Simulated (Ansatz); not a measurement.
## NbTe under changes of volume

One of the cells (20.101 Å³/atom); the others are scaled copies at fixed shape and fractional positions:

```
CELL_PARAMETERS angstrom
3.42570 0.00000 0.00000
0.00000 3.42570 0.00000
0.00000 0.00000 3.42570
ATOMIC_POSITIONS crystal
Nb 0.50000 0.50000 0.50000
Te 0.00000 0.00000 0.00000
```

The cell was built by a generator and needn't be a form met in nature.

- Program: Ansatz 0.2.0
- Functional: PBE
- Potentials or basis: all-electron LAPW, scalar-relativistic
- Cutoff: 224 eV (chosen from the basis error)
- Basis error allowed: 0.0005 eV/atom
- k mesh: 8 × 8 × 8
- Occupations: fermi-dirac, width 0.05 eV
- Spin: no spin polarisation

```tsv
volume (Å³/atom)	energy over the lowest point (meV/atom)	pressure (GPa)
18.895	32.70	9.4
19.297	13.80	5.9
19.699	3.20	2.8
20.101	0.00	0.0
20.503	?	?
20.905	12.72	-4.7
21.307	27.30	-6.7
```

What does the run at 20.503 Å³/atom give?

Energy over the lowest point 3.41 meV/atom; pressure -2.5 GPa.

Worked out: A Birch-Murnaghan fit of order 3 (a polynomial in V^(-2/3)) to the other rows has its minimum at 20.09 Å³/atom with B0 = V·E''(V) = 132 GPa and B' = 4.7. It gives 3.41 meV/atom at 20.503 Å³/atom, against the run's 3.41, and -dE/dV = -2.6 GPa, against -2.5.

Energies are extrapolated to zero smearing.
